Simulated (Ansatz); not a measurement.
What does this script print? It uses Ansatz 0.2.0 through its Python package.

`li.py`
```python
import ansatz as az
import numpy as np


def count_gap(report):
    # lowest empty less highest filled band, counting bands; zero where they overlap
    return max(report.get("gap_by_band_count_ev") or 0.0, 0.0)


def setup_for(crystal, spacing):
    return (
        crystal.calculation()
        .functional("pbesol", dispersion="d3bj")
        .pseudopotentials("paw")
        .basis(420)
        .mixing("anderson", preconditioner="resta")
        .scf(max_iterations=200, lower_state_search="light")
        .occupations("Marzari-Vanderbilt", width=100 * az.meV)
        .kpoints(spacing=spacing)
    )

lattice = az.Lattice.of(
    (3.111, 0.0, 0.0),
    (-1.5555, 2.69420503, 0.0),
    (0.0, 0.0, 5.093),
)
sites = [
    ("Li", (1 / 3, 2 / 3, 0.25)),
    ("Li", (2 / 3, 1 / 3, 0.75)),
]
system = az.Crystal(lattice=lattice)
for symbol, position in sites:
    system = system.atom(symbol, position)

relaxed = setup_for(system, 0.34).relax(cell=True, force_tolerance=0.01, max_steps=40).checkpoint(write="relax.run", compress=False).run()
cell = np.asarray(relaxed.lattice.cell_ang)
print("relaxed edges (A):", np.linalg.norm(cell, axis=1).round(4), " volume:", round(abs(np.linalg.det(cell)), 3), "A^3")
for site in relaxed.lattice.sites:
    print(" ", site.symbol, np.round(site.position_frac, 4) + 0.0)

final = az.Crystal.from_checkpoint("relax.run")
res = setup_for(final, 0.26).stress().band_table().density_of_states(energy_step=0.05).run()
report = res.report
dos = res.density_of_states()
print(f"pressure at the relaxed cell {np.trace(report['stress_gpa']) / 3:.3f} GPa, gap by band count {count_gap(report):.3f} eV")
if count_gap(report) == 0:
    print("states/eV at the Fermi level:", round(float(np.interp(dos.fermi_ev, dos.energies_ev, dos.spin_summed_g_bin_mean_per_ev)), 3))
```

`python li.py` gives:
```text
relaxed edges (A): [2.9593 2.9593 4.8715]  volume: 36.947 A^3
  Li [0.3333 0.6667 0.25  ]
  Li [0.6667 0.3333 0.75  ]
DeckWarning: crystal.checkpoint: the structure is that of relax.run, a `relax` run, at its step 4: its result, under pbesol at a charge of 0 e; 2 atoms read, 0 with a starting moment [...]
pressure at the relaxed cell -0.099 GPa, gap by band count 0.000 eV
states/eV at the Fermi level: 1.006
```
(Warnings from the package without file and line, shortened.)

What to keep in mind:
- The settings weren't tested for convergence.
- Dispersion corrections can be off by several per cent in the lattices of metals, and by several GPa in the pressure at a fixed cell.
- For a metal this k-point mesh is coarse: on a finer one energies can move by several to tens of meV an atom and pressures by half a GPa or more, differences at one mesh by less.
- An absolute Fermi energy rests on an arbitrary zero of the periodic potential and has no direct meaning.
- These metals are very soft, so angles and axial ratios aren't settled by this mesh and stress tolerance.
- A gap by band count of zero or less means overlapping bands, a metal.
- This isn't the structure that Li takes at ambient conditions.
- Levels are Kohn-Sham eigenvalues on this mesh.
- Where the second run takes another functional or mesh than the relaxation, its pressure isn't zero; pressure is positive in compression.
- The computed bands are complete only to about 6.3 eV above the Fermi level; beyond that the density of states is undercounted.
- Timing: 3 s on 1 thread of Arm Neoverse V2 (shared host), peak memory 0.35 GiB.

(Lines on the test bed's own set-up are left out of the output.)
